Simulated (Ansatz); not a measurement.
# Mg (Magnesium): the cost of one run

Program: Ansatz 0.2.0. Level of theory: DFT PBE, scalar-relativistic, plane waves, PAW. These are calculated values, not measurements.

## 1. The starting structure

It takes space group P6_3/mmc (No. 194, hexagonal). The conventional cell has a = 3.210 Å, b = 3.210 Å, c = 5.138 Å, α = 90.00°, β = 90.00°, γ = 120.00°. Mg (site symmetry -6m2) is surrounded by 12 Mg at 3.17 to 3.21 Å.

As a file:

```cif
data_structure
_symmetry_space_group_name_H-M 'P 1'
_symmetry_Int_Tables_number 1
_cell_length_a 3.2101
_cell_length_b 3.2101
_cell_length_c 5.1379
_cell_angle_alpha 90.000
_cell_angle_beta 90.000
_cell_angle_gamma 120.000
_cell_volume 45.85
loop_
_atom_site_label
_atom_site_type_symbol
_atom_site_fract_x
_atom_site_fract_y
_atom_site_fract_z
_atom_site_occupancy
Mg1 Mg 0.33333 0.66667 0.25000 1
Mg2 Mg 0.66667 0.33333 0.75000 1
```

This cell was relaxed beforehand with the same method: volume 22.93 Å³/atom, gap on the mesh none (metal).

## 2. Back to the database's cell

input.yaml reads:

```yaml
crystal:
  lattice:
    - [3.2093, 0.0, 0.0]
    - [-1.60465, 2.7793353284, 0.0]
    - [0.0, 0.0, 5.2103]
  atoms:
    - { symbol: Mg, position: [0.3333333333, 0.6666666667, 0.25] }
    - { symbol: Mg, position: [0.6666666667, 0.3333333333, 0.75] }
basis:
  ecutwfc: 420
kpoints:
  mp_grid: { grid: [15, 15, 8] }
hamiltonian:
  xc: pbe
scf:
  occupations: { method: gaussian, width: 0.1 }
output:
  forces: true
  stress: true
  eigenvalues: true
  populations: true
  write_density: true
  write_potential: true
  elf: true
  volumetric_format: npy
```

On the command line:

```console
$ ansatz run input.yaml --threads 1 --pin off --max-ram 2560MiB --backend cpu --events-out ev --progress --plain --runs-dir out
```

Q: Estimate wall time and peak memory on 1 thread of an Arm CPU, shared host.

About 5.2 s, with a peak of 0.34 GiB.
